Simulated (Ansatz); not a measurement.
**CH3FS2Si: energies of removing a hydrogen, by script**

The task is energies of removing a hydrogen, for CH3FS2Si.

All numbers are computed with the Python package of Ansatz 0.2.0. Level of theory: PBE0+D4/cc-pVDZ.

### Step 1. Starting point

Bond lengths: F1–Si2 1.541 Å, Si2–C3 1.872 Å, C3–S4 1.955 Å, Si2–S5 2.129 Å, S4–S5 2.099 Å, Si2–H6 1.496 Å, C3–H7 1.095 Å, C3–H8 1.069 Å. Angles: F1–Si2–C3 109.8°, F1–Si2–S5 111.8°, F1–Si2–H6 115.0°, C3–Si2–S5 82.1°, C3–Si2–H6 119.1°, S5–Si2–H6 114.8°, Si2–C3–S4 89.4°, Si2–C3–H7 115.3°, Si2–C3–H8 117.4°, S4–C3–H7 109.9°, S4–C3–H8 110.5°, H7–C3–H8 111.9°, C3–S4–S5 81.0°, Si2–S5–S4 79.1°.

The script holds or builds the structure itself.

### Step 2. The code

The input, bde.py:

```python
"""Cost of removing each kind of hydrogen from CH3FS2Si, fragments frozen."""

import ansatz as az


def total_energy(molecule, charge=0, unpaired=0):
    calc = molecule.calculation().basis(gaussian="cc-pVDZ").functional("pbe0", dispersion="d4")
    if charge:
        calc = calc.charge(charge)
    if unpaired:
        calc = calc.spin("collinear", total=unpaired)
    return calc.run().report["free_energy_ev"]

GEOMETRY = """
F    -1.91680    0.89200   -0.48920
Si   -0.55140    0.75140    0.21120
C     0.12630   -0.97200   -0.06320
S     1.94160   -0.25510    0.05450
S     1.05780    1.27260   -1.08150
H    -0.47800    1.35300    1.57880
H    -0.04920   -1.67980    0.75330
H    -0.03810   -1.41930   -1.01970
"""

def without(molecule, index):
    rest = az.Crystal.molecule()
    for i, site in enumerate(molecule.cartesian_sites):
        if i != index:
            rest = rest.atom(site.symbol, site.position_ang)
    return rest


def main() -> None:
    geometry = az.Crystal.molecule()
    for line in GEOMETRY.strip().splitlines():
        symbol, *xyz = line.split()
        geometry = geometry.atom(symbol, [float(v) for v in xyz])

    whole = total_energy(geometry, 0)
    hydrogen = total_energy(az.Crystal.molecule().atom("H", (0, 0, 0)), 0, 1)
    print(f"E(molecule) = {whole:.5f} eV, E(H) = {hydrogen:.5f} eV")
    for index in [5, 7]:
        radical = total_energy(without(geometry, index), 0, 1)
        print(f"H{index}: homolysis {23.060548 * (radical + hydrogen - whole):.1f} kcal/mol")
        anion = total_energy(without(geometry, index), -1)
        print(f"H{index}: loss of a proton {23.060548 * (anion - whole):.1f} kcal/mol")


if __name__ == "__main__":
    main()
```

### Step 3. The calls as engine input

The engine receives this input (first run):

```yaml
crystal:
  periodic: [false, false, false]
  atoms:
    - { symbol: F, position_ang: [-1.9168, 0.892, -0.4892] }
    - { symbol: Si, position_ang: [-0.5514, 0.7514, 0.2112] }
    - { symbol: C, position_ang: [0.1263, -0.972, -0.0632] }
    - { symbol: S, position_ang: [1.9416, -0.2551, 0.0545] }
    - { symbol: S, position_ang: [1.0578, 1.2726, -1.0815] }
    - { symbol: H, position_ang: [-0.478, 1.353, 1.5788] }
    - { symbol: H, position_ang: [-0.0492, -1.6798, 0.7533] }
    - { symbol: H, position_ang: [-0.0381, -1.4193, -1.0197] }
basis:
  gaussian:
    orbitals: cc-pVDZ
hamiltonian:
  xc: pbe0
  dispersion: d4
```

### Step 4. Launch

Run with:

```console
$ python bde.py
```

**Question.** What results will this script give? Wanted: weakest bond to hydrogen among those tried; easiest loss of a proton among those tried.

As calculated:

| quantity | value |
| --- | --- |
| weakest bond to hydrogen among those tried (homolysis) | H5 (counted from 0), 89.5 kcal/mol |
| easiest loss of a proton among those tried | H5, 372.9 kcal/mol |
| runs compared | 6 |

**Reading.** Atoms are numbered as in the script, from 0. The fragments aren't relaxed and zero-point energy is left out, so these aren't bond dissociation enthalpies. Losing a bare proton in the gas phase costs far more than homolysis, as charges must be parted. All 6 runs converged, in 6 to 26 cycles. The geometry is a force-field or estimated start, not a minimum of this method, and the basis set is short of its limit. All parts are taken at fixed geometry, without zero-point energy. Anions want diffuse functions, which this basis lacks.
